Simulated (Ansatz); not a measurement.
# CH6Ge: the cost of one run

Program: Ansatz 0.2.0. Level of theory: RKS PBE0/def2-SVP. These are calculated values, not measurements.

## (1) The structure to begin with

Bond lengths: Ge1–H2 1.666 Å, Ge1–H4 1.642 Å, Ge1–H5 1.631 Å, C3–H6 1.079 Å, C3–H7 1.079 Å, C3–H8 1.085 Å. Angles: H2–Ge1–H4 67.5°, H2–Ge1–H5 71.5°, H4–Ge1–H5 87.7°, H6–C3–H7 112.0°, H6–C3–H8 109.7°, H7–C3–H8 110.4°.

Coordinates:

```xyz
8

Ge   -1.3053    0.6793    0.3972
H    -0.2386   -0.5190   -0.0510
C     1.0068    0.0813   -0.1124
H    -1.5969   -0.7410    1.1668
H    -1.8582   -0.0220   -0.9679
H     1.2918    0.5999    0.7896
H     1.0697    0.7182   -0.9813
H     1.6307   -0.7967   -0.2410
```

## (2) Pulling towards end A

Springs on the bonds that form and break draw the guess towards this end; the thresholds are loose.

input.yaml

```yaml
crystal:
  periodic: [false, false, false]
  atoms:
    - { symbol: Ge, position_ang: [-1.3053, 0.6793, 0.3972] }
    - { symbol: H, position_ang: [-0.2386, -0.519, -0.051] }
    - { symbol: C, position_ang: [1.0068, 0.0813, -0.1124] }
    - { symbol: H, position_ang: [-1.5969, -0.741, 1.1668] }
    - { symbol: H, position_ang: [-1.8582, -0.022, -0.9679] }
    - { symbol: H, position_ang: [1.2918, 0.5999, 0.7896] }
    - { symbol: H, position_ang: [1.0697, 0.7182, -0.9813] }
    - { symbol: H, position_ang: [1.6307, -0.7967, -0.241] }
basis:
  gaussian: { orbitals: def2-SVP }
hamiltonian:
  xc: pbe0
relax:
  f_tol: 0.15
  max_steps: 25
  restrain:
    - { distance: [0, 1], at: 2.81, k: 30.0 }
    - { distance: [0, 2], at: 3.26, k: 30.0 }
    - { distance: [1, 2], at: 1.07, k: 30.0 }
```

The run is started by

```bash
ansatz run input.yaml --threads 2 --pin off --max-ram 3072MiB --backend cpu --events-out ev --progress --plain --runs-dir out
```

**Question.** How long does this run take on 2 threads of Arm Neoverse V2, shared host, and how much memory does it need?

About 8.6 s, with a peak of 0.15 GiB.
